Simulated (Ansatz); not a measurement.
Geometry optimisation, Ansatz, DFT PBE, scalar-relativistic, plane waves, PAW.

The input (input.yaml):

```yaml
accuracy: low
crystal:
  lattice:
    - [7.608, 0.0, 0.0]
    - [0.0, 7.608, 0.0]
    - [0.0, 0.0, 9.614]
  atoms:
    - { symbol: Ti, position: [0.0, 0.0, 0.0] }
    - { symbol: Ti, position: [0.0, 0.25, 0.25] }
    - { symbol: O, position: [0.0, 0.0, 0.2076] }
    - { symbol: O, position: [0.0, 0.25, 0.4576] }
    - { symbol: O, position: [0.0, 0.25, 0.0424] }
    - { symbol: O, position: [0.0, 0.0, 0.7924] }
    - { symbol: Ti, position: [0.5, 0.0, 0.0] }
    - { symbol: Ti, position: [0.5, 0.25, 0.25] }
    - { symbol: O, position: [0.5, 0.0, 0.2076] }
    - { symbol: O, position: [0.5, 0.25, 0.4576] }
    - { symbol: O, position: [0.5, 0.25, 0.0424] }
    - { symbol: O, position: [0.5, 0.0, 0.7924] }
    - { symbol: Ti, position: [0.0, 0.5, 0.0] }
    - { symbol: Ti, position: [0.0, 0.75, 0.25] }
    - { symbol: O, position: [0.0, 0.5, 0.2076] }
    - { symbol: O, position: [0.0, 0.75, 0.4576] }
    - { symbol: O, position: [0.0, 0.75, 0.0424] }
    - { symbol: O, position: [0.0, 0.5, 0.7924] }
    - { symbol: Ti, position: [0.25, 0.25, 0.5] }
    - { symbol: Ti, position: [0.25, 0.5, 0.75] }
    - { symbol: O, position: [0.25, 0.25, 0.7076] }
    - { symbol: O, position: [0.25, 0.5, 0.9576] }
    - { symbol: O, position: [0.25, 0.5, 0.5424] }
    - { symbol: O, position: [0.25, 0.25, 0.2924] }
    - { symbol: Ti, position: [0.5, 0.5, 0.0] }
    - { symbol: Ti, position: [0.5, 0.75, 0.25] }
    - { symbol: O, position: [0.5, 0.5, 0.2076] }
    - { symbol: O, position: [0.5, 0.75, 0.4576] }
    - { symbol: O, position: [0.5, 0.75, 0.0424] }
    - { symbol: O, position: [0.5, 0.5, 0.7924] }
    - { symbol: Ti, position: [0.75, 0.25, 0.5] }
    - { symbol: Ti, position: [0.75, 0.5, 0.75] }
    - { symbol: O, position: [0.75, 0.25, 0.7076] }
    - { symbol: O, position: [0.75, 0.5, 0.9576] }
    - { symbol: O, position: [0.75, 0.5, 0.5424] }
    - { symbol: O, position: [0.75, 0.25, 0.2924] }
    - { symbol: Ti, position: [0.25, 0.75, 0.5] }
    - { symbol: Ti, position: [0.25, 0.0, 0.75] }
    - { symbol: O, position: [0.25, 0.75, 0.7076] }
    - { symbol: O, position: [0.25, 0.0, 0.9576] }
    - { symbol: O, position: [0.25, 0.0, 0.5424] }
    - { symbol: O, position: [0.25, 0.75, 0.2924] }
    - { symbol: Ti, position: [0.75, 0.75, 0.5] }
    - { symbol: Ti, position: [0.75, 0.0, 0.75] }
    - { symbol: O, position: [0.75, 0.75, 0.7076] }
    - { symbol: O, position: [0.75, 0.0, 0.9576] }
    - { symbol: O, position: [0.75, 0.0, 0.5424] }
    - { symbol: O, position: [0.75, 0.75, 0.2924] }
    - { symbol: P, position: [0.7504497, -0.004408, 0.2407557], spin: 1.0 }
magnetization:
  spin_polarized: true
basis:
  ecutwfc: 420.0
kpoints:
  mp_grid: { grid: [1, 1, 1] }
hamiltonian:
  xc: pbe
  pseudopotentials: { kind: paw, azcp: { folder: soft_1 } }
scf:
  occupations: { method: fermi_dirac, width: 0.02 }
  lower_state_search: "off"
relax:
  f_tol: 0.08
  max_steps: 25
  adjacent_minimum: "off"
```

Launched with:

```bash
$ ansatz run input.yaml --threads 4 --pin off --max-ram 10240MiB --backend cpu --events-out ev --progress --plain --runs-dir out
```

Question: Where does it end, and by what steps?

Answer: The run converged. The threshold is loose, so the end isn't yet a minimum. Limits of this set-up: coarse k mesh, a small cell, in which the defect meets its images, a typed lattice constant that wasn't relaxed here, low accuracy level. After 17 steps the energy has fallen by 3.069 eV; O36 moved furthest, 0.49 Å.

| step | energy less start (eV) | largest force component (eV/Å) | accepted |
| --- | --- | --- | --- |
| 0 | 0.0000 | 2.950 | yes |
| 1 | -1.1647 | 1.285 | yes |
| 2 | -1.5464 | 0.241 | yes |
| 3 | -1.5781 | 0.313 | yes |
| 4 | -1.6034 | 0.627 | yes |
| 5 | -1.6556 | 0.333 | yes |
| 6 | -1.7302 | 0.558 | yes |
| 7 | -1.8579 | 1.088 | yes |
| 8 | -2.1585 | 2.379 | yes |
| 9 | -2.6989 | 1.178 | yes |
| 10 | -2.4382 | 5.057 | no |
| 11 | -2.8858 | 0.497 | yes |
| 12 | -2.9455 | 0.336 | yes |
| 13 | -2.9724 | 0.511 | yes |
| 14 | -3.0159 | 0.224 | yes |
| 15 | -3.0496 | 0.405 | yes |
| 16 | -3.0637 | 0.200 | yes |
| 17 | -3.0687 | 0.072 | yes |

```xyz
49
Lattice="7.6080 0.0000 0.0000 0.0000 7.6080 0.0000 0.0000 0.0000 9.6140" Properties=species:S:1:pos:R:3
Ti -0.222 -0.017 -0.014
Ti 0.232 1.995 2.462
O 0.111 -0.007 2.249
O 0.077 2.014 4.380
O -0.125 1.871 0.492
O -0.129 0.053 7.634
Ti 3.609 -0.001 -0.139
Ti 3.834 1.978 2.381
O 4.104 -0.010 1.958
O 3.915 1.938 4.359
O 3.736 1.881 0.405
O 3.634 0.059 7.564
Ti -0.120 3.796 0.016
Ti 0.228 5.593 2.466
O -0.143 3.793 2.085
O 0.075 5.620 4.387
O -0.088 5.703 0.504
O -0.081 3.822 7.654
Ti 2.001 1.937 4.865
Ti 1.802 3.821 7.238
O 1.782 1.925 6.792
O 1.806 3.766 9.248
O 2.037 3.819 5.254
O 2.029 1.947 2.776
Ti 3.710 3.802 -0.051
Ti 3.828 5.608 2.376
O 4.148 3.792 2.030
O 3.915 5.698 4.359
O 3.683 5.686 0.427
O 3.717 3.822 7.646
Ti 5.775 1.924 4.896
Ti 5.633 3.829 7.226
O 5.609 1.930 6.799
O 5.632 3.798 9.193
O 5.772 3.816 5.221
O 5.821 1.428 2.778
Ti 2.001 5.706 4.866
Ti 1.731 0.021 7.185
O 1.789 5.719 6.800
O 1.759 -0.055 9.228
O 1.953 0.014 5.212
O 2.025 5.641 2.787
Ti 5.773 5.711 4.896
Ti 5.581 0.026 7.164
O 5.609 5.711 6.785
O 5.511 -0.201 9.025
O 5.831 0.016 5.218
O 5.820 6.170 2.765
P 5.919 0.001 1.971
```

Whether the end is a true minimum wasn't checked by a vibrational analysis.

The run took 5.6 min on 4 threads of Arm Neoverse V1, on a shared host, peak memory 1.1 GiB.
